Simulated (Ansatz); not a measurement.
# C₂H₈O₂Si₂: one species, many methods

An exercise on one series of results from a longer session: the logs are not shown, and one member is left open.

Computed with Ansatz 0.2.0, Gaussian basis. Level: functionals in def2-TZVPP, the program's frozen cores in correlated methods.

Plan: PBE-D4, r2SCAN-D4, PBE0-D4, B3LYP-D4, ωB97X-V, ωB97M-V, B2PLYP; CCSD(T)/def2-TZVPP; MP2/def2-QZVPP; extrapolation to the limit.

### The geometry

All runs share one geometry, relaxed beforehand with PBE0-D4 in a triple-zeta def2 set.

14 atoms, charge 0, spin multiplicity 1.

Atoms are counted from 1 here; the program's logs count them from 0.

Bond lengths: C1–C2 1.331 Å, C1–H7 1.086 Å, C1–H8 1.087 Å, C2–Si3 1.852 Å, C2–H9 1.089 Å, Si3–O4 1.650 Å, Si3–O5 1.650 Å, Si3–Si6 2.345 Å, O4–H10 0.958 Å, O5–H11 0.960 Å, Si6–H12 1.491 Å, Si6–H13 1.488 Å, Si6–H14 1.489 Å. Angles: C2–C1–H7 121.2°, C2–C1–H8 122.2°, H7–C1–H8 116.6°, C1–C2–Si3 123.3°, C1–C2–H9 118.4°, Si3–C2–H9 118.3°, C2–Si3–O4 104.3°, C2–Si3–O5 111.3°, C2–Si3–Si6 113.6°, O4–Si3–O5 112.5°, O4–Si3–Si6 111.6°, O5–Si3–Si6 103.8°, Si3–O4–H10 117.3°, Si3–O5–H11 116.8°, Si3–Si6–H12 110.7°, Si3–Si6–H13 111.2°, Si3–Si6–H14 110.1°, H12–Si6–H13 108.4° and more.

As a file:

```
C    -1.2218   -1.1398   -1.8001
C    -1.0622   -0.9456   -0.4928
Si   -0.1481    0.5013    0.2162
O     0.1686    1.4622   -1.0877
O    -1.0467    1.2720    1.3649
Si    1.8185   -0.0916    1.3482
H    -0.8208   -0.4391   -2.5259
H    -1.7569   -1.9985   -2.1968
H    -1.4787   -1.6807    0.1951
H     0.7110    2.2378   -0.9399
H    -1.9524    1.4893    1.1328
H     2.5203    1.1218    1.8553
H     1.5258   -0.9822    2.5042
H     2.7434   -0.8069    0.4264
```

Set-up of the first run:

in.yaml reads:

```yaml
crystal:
  periodic: [false, false, false]
  atoms:
    - {symbol: C, position_ang: [-1.221804, -1.139845, -1.800052]}
    - {symbol: C, position_ang: [-1.062209, -0.945599, -0.492761]}
    - {symbol: Si, position_ang: [-0.148083, 0.501286, 0.216151]}
    - {symbol: O, position_ang: [0.168553, 1.462161, -1.087713]}
    - {symbol: O, position_ang: [-1.046704, 1.272017, 1.364887]}
    - {symbol: Si, position_ang: [1.818458, -0.091599, 1.348175]}
    - {symbol: H, position_ang: [-0.820767, -0.439051, -2.525863]}
    - {symbol: H, position_ang: [-1.756912, -1.998514, -2.196847]}
    - {symbol: H, position_ang: [-1.478736, -1.680671, 0.195104]}
    - {symbol: H, position_ang: [0.711019, 2.237835, -0.939906]}
    - {symbol: H, position_ang: [-1.952388, 1.489316, 1.132850]}
    - {symbol: H, position_ang: [2.520310, 1.121774, 1.855330]}
    - {symbol: H, position_ang: [1.525817, -0.982215, 2.504212]}
    - {symbol: H, position_ang: [2.743446, -0.806885, 0.426435]}
basis:
  gaussian: {orbitals: def2-TZVPP}
hamiltonian: {xc: pbe, dispersion: d4}
output: {forces: true, orbitals: {seedname: orbitals}}
```

The run is started by

```
ansatz run in.yaml --threads 2 --pin off --events-out ev --progress --plain --max-ram 22528MiB --backend cuda --devices 0, --max-vram 18GiB
```

Steps of the session up to this table: PBE-D4 (GGA); r2SCAN-D4 (meta-GGA); PBE0-D4 (hybrid); B3LYP-D4 (hybrid); ωB97X-V (range-separated); ωB97M-V (range-separated); B2PLYP (double hybrid); CCSD(T) in def2-TZVPP; MP2 in def2-QZVPP.

One table of the session follows, with a row left open; its other results are not shown here.

```
            method  atomisation energy (eV)
            PBE-D4                   55.526
         r2SCAN-D4                        ?
           PBE0-D4                   54.624
          B3LYP-D4                   54.813
           ωB97X-V                   55.063
           ωB97M-V                   55.013
            B2PLYP                   54.256
     HF/def2-TZVPP                   40.234
    MP2/def2-TZVPP                   54.368
   CCSD/def2-TZVPP                   52.779
CCSD(T)/def2-TZVPP                   53.558
           MP2/CBS                   55.884
       CCSD(T)/CBS                   55.074
```

**Question.** Estimate the row for r2SCAN-D4.

The run gave: atomisation energy (eV): 54.988. In the column «atomisation energy (eV)» it lies between B3LYP-D4 (54.813) and ωB97M-V (55.013).

Limits of these values: Free atoms (2 C, 2 Si, 2 O, 8 H) were run apart at each level; the atomisation energy is their sum less the molecule, without zero-point or spin-orbit terms.
